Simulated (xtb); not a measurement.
**InSiH3Cl2O (SMILES [SiH3][O][In]([Cl])[Cl]): levels of theory compared**

Aim: a comparison of 4 runs (GFN-FF, GFN2-xTB, GFN0-xTB, GFN1-xTB) of InSiH3Cl2O. 

The results are computed with xtb 6.7.1.

3 further runs of the same task are left out: 1 that didn't finish, 2 set aside as unsound or not needed.

**1. The structure to begin with**

InSiH3Cl2O has 8 atoms, charge 0, and is taken as a singlet. SMILES: `[SiH3][O][In]([Cl])[Cl]`. The shape comes from GFN2-xTB, which is rough for such elements, and wasn't checked as a minimum.

Bond lengths: Si1–O2 1.620 Å, O2–In3 1.963 Å, In3–Cl4 2.286 Å, In3–Cl5 2.283 Å, Si1–H6 1.473 Å, Si1–H7 1.471 Å, Si1–H8 1.463 Å. Angles: Si1–O2–In3 135.4°, O2–In3–Cl4 116.8°, O2–In3–Cl5 115.5°, Cl4–In3–Cl5 127.5°, O2–Si1–H6 111.0°, O2–Si1–H7 109.8°, O2–Si1–H8 100.7°, H6–Si1–H7 109.1°, H6–Si1–H8 112.8°, H7–Si1–H8 113.2°.

**2. Energy and gradient at GFN-FF (run 1)**

xtb.inp

```
$chrg 0
$spin 0
$end
```

struc.xyz

```xyz
8
Cl2H3InOSi
Si    -1.15379    -0.09761     0.98603
O      0.24567     0.50924     0.44021
In     1.39470     0.19074    -1.11860
Cl     2.49490    -1.81211    -1.19636
Cl     1.59836     1.94534    -2.56544
H     -1.08971    -1.56592     1.08378
H     -2.24870     0.27720     0.07751
H     -1.24144     0.55311     2.29286
```

Command:

```console
$ xtb struc.xyz --gfnff --grad -I xtb.inp | tee out.txt
```

Log:

```text
* xtb version 6.7.1
[...]
         ::                     SUMMARY                     ::
         :::::::::::::::::::::::::::::::::::::::::::::::::::::
         :: total energy              -0.652529553793 Eh    ::
         :: gradient norm              0.030684443160 Eh/a0 ::
         ::.................................................::
         :: bond energy               -0.650435267432 Eh    ::
         :: angle energy               0.019674082972 Eh    ::
         :: torsion energy             0.000040485741 Eh    ::
         :: repulsion energy           0.044437631221 Eh    ::
         :: electrostat energy        -0.061993028489 Eh    ::
         :: dispersion energy         -0.004306659293 Eh    ::
         :: HB energy                  0.000000000000 Eh    ::
         :: XB energy                  0.000000000000 Eh    ::
         :: bonded atm energy          0.000053201486 Eh    ::
         :: external energy            0.000000000000 Eh    ::
         :: add. restraining           0.000000000000 Eh    ::
         :: total charge              -0.000000000000 e     ::
[...]
molecular dipole:
                 x           y           z       tot (Debye)
 q only:       -1.121      -0.325       0.576       3.307
           -------------------------------------------------
          | TOTAL ENERGY               -0.652529553793 Eh   |
          | GRADIENT NORM               0.030684443160 Eh/α |
           -------------------------------------------------
########################################################################
[WARNING] Runtime exception occurred
-1- gfnff_setup: Could not read topology file.
########################################################################
[...]
```

Standard error:

```text
normal termination of xtb
```

It took 0.022 s on 1 thread of Intel Xeon 6975P-C (Granite Rapids), shared host.

**3. Energy and gradient at GFN2-xTB (run 2)**

.CHRG

```
0
```

.UHF

```
0
```

mol.coord

```
$coord
     -2.180347105332     -0.184456167025      1.863326650665  si
      0.464249017037      0.962324131704      0.831876337322  o
      2.635601026016      0.360446361011     -2.113847643006  in
      4.714677708329     -3.424391607696     -2.260792746457  cl
      3.020462648557      3.676159819279     -4.847978989160  cl
     -2.059253455266     -2.959159933074      2.048047379347  h
     -4.249427136446      0.523832081746      0.146472671920  h
     -2.345981600155      1.045226416792      4.332877442109  h
$end
```

Command:

```console
$ xtb mol.coord --grad --gfn 2 --json > run.log 2> xtb.err
```

Log, cut to the lines that bear on the results:

```text
* xtb version 6.7.1
[...]
          :  # basis functions                  47          :
[...]
          :  # electrons                        30          :
[...]
          :  Hamiltonian                  GFN2-xTB          :
[...]
          :  net charge                          0          :
          :  unpaired electrons                  0          :
[...]
   *** convergence criteria satisfied after 14 iterations ***
[...]
         ::                     SUMMARY                     ::
         :::::::::::::::::::::::::::::::::::::::::::::::::::::
         :: total energy             -17.809083052548 Eh    ::
         :: gradient norm              0.000887965964 Eh/a0 ::
         :: HOMO-LUMO gap              2.161706527204 eV    ::
         ::.................................................::
         :: SCC energy               -17.857814434059 Eh    ::
         :: -> isotropic ES            0.055093880124 Eh    ::
         :: -> anisotropic ES          0.002351169380 Eh    ::
         :: -> anisotropic XC         -0.000555758982 Eh    ::
         :: -> dispersion             -0.006470097563 Eh    ::
         :: repulsion energy           0.048731381511 Eh    ::
         :: add. restraining           0.000000000000 Eh    ::
         :: total charge              -0.000000000000 e     ::
         :::::::::::::::::::::::::::::::::::::::::::::::::::::
[...]
        15        2.0000           -0.4180368             -11.3754 (HOMO)
        16                         -0.3385955              -9.2137 (LUMO)
[...]
molecular dipole:
                 x           y           z       tot (Debye)
 q only:       -0.309      -0.267      -0.091
   full:       -0.073      -0.187      -0.203       0.725
molecular quadrupole (traceless):
[...]
          | TOTAL ENERGY              -17.809083052548 Eh   |
          | GRADIENT NORM               0.000887965964 Eh/α |
          | HOMO-LUMO GAP               2.161706527204 eV   |
           -------------------------------------------------
[...]
```

Standard error:

```text
normal termination of xtb
```

Wall time 0.034 s (1 thread of Intel Xeon 6975P-C (Granite Rapids), shared host).

Run 3 isn't shown in full; the table further down has it.

**4. Energy and gradient at GFN1-xTB (run 4)**

detailed.inp

```
$chrg 0
$spin 0
$end
```

struc.tmol

```
$coord
     -2.180347105332     -0.184456167025      1.863326650665  si
      0.464249017037      0.962324131704      0.831876337322  o
      2.635601026016      0.360446361011     -2.113847643006  in
      4.714677708329     -3.424391607696     -2.260792746457  cl
      3.020462648557      3.676159819279     -4.847978989160  cl
     -2.059253455266     -2.959159933074      2.048047379347  h
     -4.249427136446      0.523832081746      0.146472671920  h
     -2.345981600155      1.045226416792      4.332877442109  h
$end
```

Command:

```console
$ xtb struc.tmol --grad --gfn 1 --json -I detailed.inp --parallel 1 > run.log 2> xtb.err
```

Log:

```text
* xtb version 6.7.1
[...]
          :  # basis functions                  50          :
[...]
          :  # electrons                        30          :
[...]
          :  Hamiltonian                  GFN1-xTB          :
[...]
          :  net charge                          0          :
          :  unpaired electrons                  0          :
[...]
   *** convergence criteria satisfied after 10 iterations ***
[...]
         ::                     SUMMARY                     ::
         :::::::::::::::::::::::::::::::::::::::::::::::::::::
         :: total energy             -18.378491400006 Eh    ::
         :: gradient norm              0.023449332337 Eh/a0 ::
         :: HOMO-LUMO gap              3.988378151683 eV    ::
         ::.................................................::
         :: SCC energy               -18.440416122402 Eh    ::
         :: -> electrostatic           0.042735026298 Eh    ::
         :: repulsion energy           0.065157254187 Eh    ::
         :: dispersion energy         -0.003232531791 Eh    ::
         :: halogen bond corr.         0.000000000000 Eh    ::
         :: add. restraining           0.000000000000 Eh    ::
         :: total charge               0.000000000000 e     ::
         :::::::::::::::::::::::::::::::::::::::::::::::::::::
[...]
        15        2.0000           -0.4319924             -11.7551 (HOMO)
        16                         -0.2854222              -7.7667 (LUMO)
[...]
     #   Z sym  total        # sym  WBO       # sym  WBO       # sym  WBO
 ---------------------------------------------------------------------------
     1  14 si   4.385 --     2 o    1.512     7 h    0.926     6 h    0.926
                             8 h    0.925
     2   8 o    2.428 --     1 si   1.512     3 in   0.648     4 cl   0.122
                             5 cl   0.122
     3  49 in   2.604 --     5 cl   0.919     4 cl   0.915     2 o    0.648
     4  17 cl   1.265 --     3 in   0.915     5 cl   0.214     2 o    0.122
     5  17 cl   1.268 --     3 in   0.919     4 cl   0.214     2 o    0.122
     6   1 h    0.989 --     1 si   0.926
     7   1 h    0.990 --     1 si   0.926
     8   1 h    0.985 --     1 si   0.925
 ---------------------------------------------------------------------------
[...]
          | TOTAL ENERGY              -18.378491400006 Eh   |
          | GRADIENT NORM               0.023449332337 Eh/α |
          | HOMO-LUMO GAP               3.988378151683 eV   |
           -------------------------------------------------
[...]
```

Standard error:

```text
normal termination of xtb
```

Run time: 0.034 s. Hardware: 1 thread of Intel Xeon 6975P-C (Granite Rapids), shared host.

**5. All runs side by side**

```tsv
run	level	energy (Eh)	dipole moment (D)	dispersion energy (kJ/mol)	largest force (eV/Å)	wall time
1	GFN-FF	-0.652530	3.31	-11.31	1.066	0.022 s
2	GFN2-xTB	-17.809083	0.72	-16.99	0.033	0.034 s
3	GFN0-xTB	-16.689736	1.55	-6.24	1.371	0.029 s
4	GFN1-xTB	-18.378491	1.51	-8.49	0.792	0.034 s
```

**6. Outcome**

```
                       quantity         value
            run 4: total energy  -18.37849 Eh
           run 4: dipole moment        1.51 D
             run 4: HOMO energy     -11.76 eV
             run 4: LUMO energy      -7.77 eV
           run 4: HOMO–LUMO gap       3.99 eV
       run 4: dispersion energy  -8.49 kJ/mol
run 4: largest force on an atom    0.792 eV/Å
```

In words: The dipole moment (its size) runs from 0.72 D (GFN2-xTB) to 3.31 D (GFN-FF). Over runs 2, 3, 4 the HOMO–LUMO gap runs from 2.16 eV (GFN2-xTB) to 3.99 eV (GFN1-xTB). Force-field and semi-empirical energies have zeros of their own, so their totals don't compare. All runs together took 0.12 s, the longest 0.034 s.
